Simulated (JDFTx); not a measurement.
Crystal: SiNi.

```
CELL_PARAMETERS angstrom
4.50369 0.00000 0.00000
0.00000 4.50369 0.00000
0.00000 0.00000 4.50369
ATOMIC_POSITIONS crystal
Ni 0.14950 0.14950 0.14950
Ni 0.64950 0.35050 0.85050
Ni 0.85050 0.64950 0.35050
Ni 0.35050 0.85050 0.64950
Si 0.84683 0.84683 0.84683
Si 0.34683 0.65317 0.15317
Si 0.15317 0.34683 0.65317
Si 0.65317 0.15317 0.34683
```

The cell is a database's computed one.

A run of JDFTx 1.7.0 (patched build) on this cell left the log below. Logs are shortened: lines on timing, memory, paths and dates and some standing lists are left out, and cuts for length are marked.

```text
*************** JDFTx 1.7.0 (patched build) ***************

Input parsed successfully to the following command list (including defaults):
[... the input with its defaults ...]

---------- Setting up symmetries ----------

Found 48 point-group symmetries of the bravais lattice
Found 12 space-group symmetries with basis
Applied RMS atom displacement 1.5343e-16 bohrs to make symmetries exact.

---------- Initializing the Grid ----------
R =
[      8.51075            0            0  ]
[            0      8.51075            0  ]
[            0            0      8.51075  ]
unit cell volume = 616.458
G =
[   0.738265          0          0  ]
[          0   0.738265          0  ]
[          0          0   0.738265  ]
Minimum fftbox size, Smin = [  76  76  76  ]
Chosen fftbox size, S = [  80  80  80  ]

---------- Initializing tighter grid for wavefunction operations ----------
R =
[      8.51075            0            0  ]
[            0      8.51075            0  ]
[            0            0      8.51075  ]
unit cell volume = 616.458
G =
[   0.738265          0          0  ]
[          0   0.738265          0  ]
[          0          0   0.738265  ]
Minimum fftbox size, Smin = [  56  56  56  ]
Chosen fftbox size, S = [  56  56  56  ]

---------- Exchange Correlation functional ----------
Initalized PBEsol GGA exchange.
Initalized PBEsol GGA correlation.

---------- Setting up pseudopotentials ----------
Width of ionic core gaussian charges (only for fluid interactions / plotting) set to 0

Reading pseudopotential file 'pseudo/Ni.upf':
  'Ni' pseudopotential, 'PBESOL' functional
  Generated using ONCVPSP code by D. R. Hamann
  18 valence electrons, 4 orbitals, 6 projectors, 1001 radial grid points, with lMax = 2
    3S    l: 0   occupation:  2.0   eigenvalue: -4.070998
    3P    l: 1   occupation:  6.0   eigenvalue: -2.618562
[... 82 lines left out ...]
SCF: Cycle: 15   F: -672.337378904436378   dF: -8.107e-09   |Residual|: 4.407e-05   |deigs|: 1.253e-05
	FillingsUpdate:  mu: +0.607161812  nElectrons: 88.000000  magneticMoment: [ Abs: 0.00002  Tot: -0.00000 ]
SCF: Cycle: 16   F: -672.337378907887228   dF: -3.451e-09   |Residual|: 5.290e-05   |deigs|: 1.404e-05
	FillingsUpdate:  mu: +0.607160227  nElectrons: 88.000000  magneticMoment: [ Abs: 0.00003  Tot: +0.00000 ]
SCF: Cycle: 17   F: -672.337378912338409   dF: -4.451e-09   |Residual|: 3.474e-05   |deigs|: 5.420e-05
	FillingsUpdate:  mu: +0.607157542  nElectrons: 88.000000  magneticMoment: [ Abs: 0.00005  Tot: +0.00000 ]
SCF: Cycle: 18   F: -672.337378914697069   dF: -2.359e-09   |Residual|: 8.016e-06   |deigs|: 3.186e-05
	FillingsUpdate:  mu: +0.607158205  nElectrons: 88.000000  magneticMoment: [ Abs: 0.00003  Tot: +0.00000 ]
SCF: Cycle: 19   F: -672.337378915095201   dF: -3.981e-10   |Residual|: 5.323e-06   |deigs|: 1.339e-05
	FillingsUpdate:  mu: +0.607158630  nElectrons: 88.000000  magneticMoment: [ Abs: 0.00002  Tot: +0.00000 ]
SCF: Cycle: 20   F: -672.337378915098498   dF: -3.297e-12   |Residual|: 1.183e-05   |deigs|: 9.874e-06
SCF: Converged (|Delta E|<1.000000e-09 for 2 iters).

Setting wave functions to eigenvectors of Hamiltonian
Converging empty states (this may take a while): |deigs|: 2.448e-04

# Stress tensor in Cartesian coordinates [Eh/a0^3]:
[  0.000158117            0            0  ]
[            0  0.000158117            0  ]
[            0            0  0.000158117  ]

# Ionic positions in lattice coordinates:
ion Ni   0.149504000000000   0.149504000000000   0.149504000000000 1
ion Ni   0.649504000000000   0.350496000000000   0.850496000000000 1
ion Ni   0.850496000000000   0.649504000000000   0.350496000000000 1
ion Ni   0.350496000000000   0.850496000000000   0.649504000000000 1
ion Si   0.846830000000000   0.846830000000000   0.846830000000000 1
ion Si   0.346830000000000   0.653170000000000   0.153170000000000 1
ion Si   0.153170000000000   0.346830000000000   0.653170000000000 1
ion Si   0.653170000000000   0.153170000000000   0.346830000000000 1

# Forces in Cartesian coordinates:
force Ni  -0.000439172314550  -0.000439172314550  -0.000439172314550 1
force Ni  -0.000439172314550   0.000439172314550   0.000439172314550 1
force Ni   0.000439172314550  -0.000439172314550   0.000439172314549 1
force Ni   0.000439172314550   0.000439172314550  -0.000439172314550 1
force Si  -0.000377386967309  -0.000377386967309  -0.000377386967309 1
force Si  -0.000377386967309   0.000377386967309   0.000377386967309 1
force Si   0.000377386967309  -0.000377386967309   0.000377386967309 1
force Si   0.000377386967309   0.000377386967309  -0.000377386967309 1

# Energy components:
   Eewald =     -399.2913372777254608
       EH =      249.1557404937533988
     Eloc =     -664.5569780778612312
      Enl =     -103.9888664921015362
      Exc =      -91.5037117145345746
 Exc_core =       15.3397947669689412
       KE =      322.5088589820338711
-------------------------------------
     Etot =     -672.3364993194666113
       TS =        0.0008795956319090
-------------------------------------
        F =     -672.3373789150984976

IonicMinimize: Iter:   0  F: -672.337378915098498  |grad|_K:  4.094e-04
IonicMinimize: None of the convergence criteria satisfied after 0 iterations.

#--- Lowdin population analysis ---
# oxidation-state Ni +0.553 +0.553 +0.553 +0.553
# magnetic-moments Ni +0.000 +0.000 +0.000 +0.000
# oxidation-state Si -0.294 -0.294 -0.294 -0.294
# magnetic-moments Si +0.000 +0.000 +0.000 +0.000

Dumping 'run.eigStats' ...
	eMin: -3.210362 at state 0 ( [ +0.000000 +0.000000 +0.000000 ] spin 1 )
	HOMO: +0.604404 at state 31 ( [ +0.000000 +0.333333 +0.166667 ] spin -1 )
	mu  : +0.607155
	LUMO: +0.607597 at state 2 ( [ +0.000000 +0.000000 +0.333333 ] spin 1 )
	eMax: +0.958257 at state 12 ( [ +0.000000 +0.500000 +0.500000 ] spin 1 )
	HOMO-LUMO gap: +0.003193
	Optical gap  : +0.003274 at state 2 ( [ +0.000000 +0.000000 +0.333333 ] spin 1 )
Done!
```

Task: Write the input and the command behind it.

Result: Single point with PBEsol, collinear spin, ferromagnetic start. The files as run (others can give the same):

SiNi.in
```
lattice \
    8.5107482091     0.0000000000     0.0000000000 \
    0.0000000000     8.5107482091     0.0000000000 \
    0.0000000000     0.0000000000     8.5107482091
coords-type Lattice
ion Ni     0.1495040000     0.1495040000     0.1495040000 1
ion Ni     0.6495040000     0.3504960000     0.8504960000 1
ion Ni     0.8504960000     0.6495040000     0.3504960000 1
ion Ni     0.3504960000     0.8504960000     0.6495040000 1
ion Si     0.8468300000     0.8468300000     0.8468300000 1
ion Si     0.3468300000     0.6531700000     0.1531700000 1
ion Si     0.1531700000     0.3468300000     0.6531700000 1
ion Si     0.6531700000     0.1531700000     0.3468300000 1

ion-species pseudo/Ni.upf
ion-species pseudo/Si.upf
elec-cutoff 49 392
elec-ex-corr gga-PBEsol
kpoint-folding 6 6 6
elec-smearing Fermi 0.0018374661
elec-n-bands 57
spintype z-spin
initial-magnetic-moments Ni 1 1 1 1
elec-initial-magnetization 4 no
electronic-SCF nIterations 100 energyDiffThreshold 1e-09
electronic-minimize nIterations 30 energyDiffThreshold 1e-7
converge-empty-states yes
forces-output-coords Cartesian

dump-name run.$VAR
dump End Ecomponents EigStats BandEigs Kpoints Forces Stress
```

Potentials or basis: PseudoDojo-SR-PBEsol-0.4.1-standard with smoothed tails.
The run is started by
```console
$ jdftx -c 1 -i SiNi.in -o SiNi.out
```
